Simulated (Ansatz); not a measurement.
# CH9BOSi: the cost of one run

Method: RHF/6-31G*, in Ansatz 0.2.0.

1 further run of the same task is left out (it didn't finish).

## 1. The starting structure

Bond lengths: C2–H3 1.110 Å, C2–H4 1.110 Å, C2–H5 1.110 Å, B1–H6 1.190 Å, B1–H7 1.190 Å, B1–O8 1.710 Å, O8–Si9 1.680 Å, Si9–H10 1.460 Å, Si9–H11 1.460 Å, Si9–H12 1.460 Å, C2–H13 1.168 Å, O8–H13 1.161 Å. Angles (14 of 19 angles, heavy atoms first): B1–O8–Si9 125.0°, H6–B1–O8 105.6°, H7–B1–O8 92.7°, B1–O8–H13 82.1°, Si9–O8–H13 147.3°, O8–Si9–H10 109.5°, O8–Si9–H11 109.5°, O8–Si9–H12 109.5°, C2–H13–O8 134.8°, H3–C2–H4 109.4°, H3–C2–H5 109.4°, H3–C2–H13 74.3°, H4–C2–H5 109.4°, H4–C2–H13 65.9°.

Structure file:

```xyz
13

B     0.0000    0.0000    0.0000
C     0.0000    0.0000    1.9500
H    -0.9996   -0.3092    2.3205
H     0.7676   -0.7111    2.3205
H     0.2320    1.0203    2.3205
H     1.0305    0.0000   -0.5950
H    -1.0305    0.0000   -0.5950
O    -0.2190   -1.6079    0.5392
Si   -0.8631   -2.8547   -0.3844
H    -0.0648   -4.0627   -0.1970
H    -2.2382   -3.1111    0.0341
H    -0.8470   -2.4754   -1.7942
H    -0.1495   -1.0979    1.5797
```

## 2. Pulling towards end A

Springs on the bonds that form and break draw the guess towards this end; the thresholds are loose.

Contents of input.yaml:

```yaml
crystal:
  periodic: [false, false, false]
  atoms:
    - { symbol: B, position_ang: [0.0, 0.0, 0.0] }
    - { symbol: C, position_ang: [0.0, 0.0, 1.95] }
    - { symbol: H, position_ang: [-0.9996, -0.3092, 2.3205] }
    - { symbol: H, position_ang: [0.7676, -0.7111, 2.3205] }
    - { symbol: H, position_ang: [0.232, 1.0203, 2.3205] }
    - { symbol: H, position_ang: [1.0305, 0.0, -0.595] }
    - { symbol: H, position_ang: [-1.0305, 0.0, -0.595] }
    - { symbol: O, position_ang: [-0.219, -1.6079, 0.5392] }
    - { symbol: Si, position_ang: [-0.8631, -2.8547, -0.3844] }
    - { symbol: H, position_ang: [-0.0648, -4.0627, -0.197] }
    - { symbol: H, position_ang: [-2.2382, -3.1111, 0.0341] }
    - { symbol: H, position_ang: [-0.847, -2.4754, -1.7942] }
    - { symbol: H, position_ang: [-0.1495, -1.0979, 1.5797] }
basis:
  gaussian: { orbitals: "6-31G*" }
hamiltonian:
  xc: hf
relax:
  f_tol: 0.15
  max_steps: 25
  restrain:
    - { distance: [0, 7], at: 2.61, k: 30.0 }
    - { distance: [12, 1], at: 2.31, k: 30.0 }
    - { distance: [0, 1], at: 1.6, k: 30.0 }
    - { distance: [12, 7], at: 1.01, k: 30.0 }
output:
  orbitals: {}
```

On the command line:

```console
ansatz run input.yaml --threads 1 --pin off --max-ram 2048MiB --backend cpu --events-out ev --progress --plain --runs-dir out
```

**Question.** How long does this run take on 1 thread of AMD EPYC 7R43 (Zen 3), shared host, and how much memory does it need?

About 45 s, with a peak of 0.17 GiB.
